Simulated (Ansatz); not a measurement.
# Cl2GeH4N2: a ladder of functionals and wavefunction methods

Aim: compute Cl2GeH4N2 with functionals from several rungs and with coupled cluster. The yardstick is the atomisation energy at the CCSD(T) limit.

Method: functionals in def2-TZVPP, the program's frozen cores in correlated methods; program: Ansatz 0.2.0, Gaussian basis.

The runs, in order: LDA (SPW92), PBE-D4, revPBE-D4, BLYP-D4, r2SCAN-D4, B97M-V, PBE0-D4, B3LYP-D4, r2SCANh-D4, r2SCAN0-D4, HSE06-D4, BHLYP-D4, CAM-B3LYP-D4, LC-ωPBE, ωB97X-V, ωB97M-V, B2PLYP, PBE-QIDH; CCSD(T)/def2-SVP; CCSD(T)/def2-TZVPP; MP2/def2-QZVPP; extrapolation to the limit; RPA on PBE.

## (1) The geometry

An earlier PBE0-D4 in a triple-zeta def2 set relaxation fixed the geometry.

SMILES `[NH2][Ge]([NH2])([Cl])[Cl]`, 9 atoms, charge 0, spin multiplicity 1.

Atoms are counted from 1 here; the program's logs count them from 0.

Bond lengths: N1–Ge2 1.804 Å, N1–H6 1.011 Å, N1–H7 1.010 Å, Ge2–N3 1.804 Å, Ge2–Cl4 2.150 Å, Ge2–Cl5 2.150 Å, N3–H8 1.010 Å, N3–H9 1.011 Å. Angles: Ge2–N1–H6 114.4°, Ge2–N1–H7 114.8°, H6–N1–H7 110.3°, N1–Ge2–N3 108.3°, N1–Ge2–Cl4 116.5°, N1–Ge2–Cl5 105.0°, N3–Ge2–Cl4 105.0°, N3–Ge2–Cl5 116.5°, Cl4–Ge2–Cl5 106.0°, Ge2–N3–H8 114.8°, Ge2–N3–H9 114.4°, H8–N3–H9 110.3°.

## (2) LDA

This LDA is Slater exchange with PW92 correlation.

File in.yaml:

```yaml
crystal:
  periodic: [false, false, false]
  atoms:
    - {symbol: N, position_ang: [-0.262411, 1.546899, -0.188416]}
    - {symbol: Ge, position_ang: [0.077979, -0.214269, -0.384418]}
    - {symbol: N, position_ang: [0.091932, -0.973395, 1.252513]}
    - {symbol: Cl, position_ang: [-1.359023, -1.347975, -1.512853]}
    - {symbol: Cl, position_ang: [1.914450, -0.306816, -1.499064]}
    - {symbol: H, position_ang: [-1.165595, 1.756092, 0.214086]}
    - {symbol: H, position_ang: [-0.111966, 2.102082, -1.018509]}
    - {symbol: H, position_ang: [0.089694, -1.983299, 1.250849]}
    - {symbol: H, position_ang: [0.813639, -0.625620, 1.868712]}
basis:
  gaussian: {orbitals: def2-TZVPP}
hamiltonian: {xc: lda}
output: {orbitals: {seedname: orbitals}}
```

After this run come: PBE-D4 (GGA); revPBE-D4 (GGA); BLYP-D4 (GGA); r2SCAN-D4 (meta-GGA); B97M-V (meta-GGA); PBE0-D4 (hybrid); B3LYP-D4 (hybrid); r2SCANh-D4 (hybrid); r2SCAN0-D4 (hybrid); HSE06-D4 (hybrid); BHLYP-D4 (hybrid); CAM-B3LYP-D4 (range-separated); LC-ωPBE-D4 (range-separated); ωB97X-V (range-separated); ωB97M-V (range-separated); B2PLYP (double hybrid); PBE-QIDH (double hybrid); CCSD(T) in def2-SVP; CCSD(T) in def2-TZVPP; MP2 in def2-QZVPP; RPA on PBE orbitals.

Q: Predict the results of all the runs planned. Wanted: atomisation energy, CCSD(T)/CBS; farthest beyond LDA; mean size of error, GGA; mean size of error, meta-GGA; mean size of error, hybrid; mean size of error, range-separated; mean size of error, double hybrid; gap, smallest and largest; T1 diagnostic.

As calculated:

| quantity | value |
| --- | --- |
| atomisation energy, CCSD(T)/CBS | 30.265 eV |
| functionals within 0.303 eV (1.0 %) | BLYP-D4, r2SCAN-D4, B97M-V, PBE0-D4, B3LYP-D4, HSE06-D4, CAM-B3LYP-D4, ωB97X-V, ωB97M-V |
| farthest beyond LDA | BHLYP-D4 (-1.277 eV) |
| mean size of error, GGA | 0.368 eV |
| mean size of error, meta-GGA | 0.135 eV |
| mean size of error, hybrid | 0.499 eV |
| mean size of error, range-separated | 0.180 eV |
| mean size of error, double hybrid | 0.471 eV |
| gap, smallest and largest | 5.16 eV (BLYP-D4), 12.93 eV (LC-ωPBE) |
| T1 diagnostic | 0.0098 |
| triples share of the correlation energy | 4.0 % |

**Reading.** LDA overbinds by 4.762 eV (16 %). PBE-D4 misses by +0.552 eV. Double hybrids carry the basis error of their MP2 part in triple zeta, and no dispersion term here, so their miss is partly the set-up's. The rungs meta-GGA, range-separated miss on average by less than the doubt on the reference (0.303 eV), so they tie. Misses under about 0.303 eV are within the doubt on the reference itself, which lacks core-valence correlation, relativity and higher excitations, and its outer-core shells are covered unevenly. Hartree-Fock recovers 66 % of the binding; the rest is correlation. CCSD(T) in def2-SVP is off by -2.900 eV, so the small basis spoils what the method gains. The gap grows from 5.2 to 12.9 eV across the functionals, mostly with the share of exact exchange. Correlated methods include outer-core shells of Ge, which these sets cover unevenly.
